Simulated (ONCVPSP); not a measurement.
**Pseudopotential generation for Pt: ONCV, LDA (Perdew-Wang 92)**

Task: generate the file, and judge it by its errors in other configurations, its logarithmic derivatives, its ghosts and its cutoff.

Method: ONCVPSP 4.0.1.1 (patched build), LDA (Perdew-Wang 92), scalar-relativistic.

**1. Settings**

The settings as typed:

```
element                 : platinum (Pt, Z = 78)
type                    : optimised norm-conserving Vanderbilt (ONCV)
frozen core             : [Kr] 4d10 4f14 5s2
valence charge          : 16
reference configuration : 5p6 5d9 6s1
partial waves           : 6s: rc 2.50 bohr, ncon 5, nbas 9, qcut 2.1 1/bohr, 2 projectors, debl 2.8 Ha; 5p: rc 1.15 bohr, ncon 5, nbas 9, qcut 8.7 1/bohr, 1 projector; 5d: rc 1.95 bohr, ncon 4, nbas 9, qcut 8.8 1/bohr, 2 projectors, debl 1 Ha
local potential         : polynomial inside 0.95 bohr (lpopt 5, dvloc0 1 Ha)
core correction         : Teter function, fcfact 2.5, rcfact 1.8
```

The outer shells as boxes (Hund's rule for the drawing; the calculation is spin-unpolarised):

```
[Kr] core
4d [↑↓][↑↓][↑↓][↑↓][↑↓]
4f [↑↓][↑↓][↑↓][↑↓][↑↓][↑↓][↑↓]
5s [↑↓]
5p [↑↓][↑↓][↑↓]
5d [↑↓][↑↓][↑↓][↑↓][↑ ]
6s [↑ ]
```

**2. The generation run**

The input, Pt.dat:

```
# ATOM AND REFERENCE CONFIGURATION
# atsym  z   nc   nv     iexc    psfile
  Pt 78.00   11    3  -001012      upf
#
#   n    l    f
    1    0    2.00
    2    0    2.00
    2    1    6.00
    3    0    2.00
    3    1    6.00
    3    2   10.00
    4    0    2.00
    4    1    6.00
    4    2   10.00
    4    3   14.00
    5    0    2.00
    5    1    6.00
    5    2    9.00
    6    0    1.00
#
# PSEUDOPOTENTIAL AND OPTIMIZATION
# lmax
    2
#
#   l,   rc,      ep,       ncon, nbas, qcut
    0    2.50    0.00    5    9    2.10
    1    1.15    0.00    5    9    8.70
    2    1.95    0.00    4    9    8.80
#
# LOCAL POTENTIAL
# lloc, lpopt,  rc(5),   dvloc0
    4    5    0.95    1.00
#
# VANDERBILT-KLEINMAN-BYLANDER PROJECTORs
# l, nproj, debl
    0    2    2.80
    1    1    4.00
    2    2    1.00
#
# MODEL CORE CHARGE
# icmod, fcfact, rcfact
    3    2.50    1.80
#
# LOG DERIVATIVE ANALYSIS
# epsh1, epsh2, depsh
   -4.00    5.00    0.02
#
# OUTPUT GRID
# rlmax, drl
    6.00    0.01
#
# TEST CONFIGURATIONS
# ncnf
    4
# nvcnf
#   n    l    f
    3
    5    1    6.00
    5    2    9.00
    6    0    0.00
#
    3
    5    1    6.00
    5    2    8.00
    6    0    0.00
#
    3
    5    1    6.00
    5    2    7.00
    6    0    0.00
#
    4
    5    1    6.00
    5    2    9.00
    6    0    0.00
    6    1    1.00
#
```

Command:

```
$ oncvpsp.x < Pt.dat > Pt.out
```

**Question.** What will these runs give? Wanted: cutoffs for 1 and 0.1 mHa per electron, occupied waves; bound ghosts; GHOST(+) flags; largest test error; largest phase difference near zero energy, channels read; rms error of d²Exc/dn², without and with the model core.

As calculated:

| quantity | value |
| --- | --- |
| cutoffs for 1 and 0.1 mHa per electron, occupied waves | 44 Ha and 164 Ha |
| bound ghosts | s at -270.15 eV |
| GHOST(+) flags | s at 70 eV |
| largest test error (AE − PS) | -58 meV, for 5p6 5d7 6s0 |
| largest phase difference near zero energy, channels read | 0.013 rad |
| rms error of d²Exc/dn², without and with the model core | 5.01 and 0.55 mHa |

In words: A bound ghost (s) makes it unfit for use: electrons can fall into a state that the atom doesn't have. By total energies transferability is fair: the largest error is 58 meV on 62.3 eV, for 5p6 5d7 6s0. That test lies far up in energy; among those under 40 eV, nearer to bonding, the largest error is 50 meV. The potential is hard: the looser tolerance needs 44 Ha. The tighter tolerance needs 164 Ha, and converged work needs a cutoff nearer that. At the looser tolerance the 5p wave is the slowest; 6s needs 22 Ha. Near zero energy the phases of the channels with partial waves agree within 0.013 rad. The program also flags highly localised states, GHOST(+) (s). These are tests on the free atom; a crystal test is still owed.
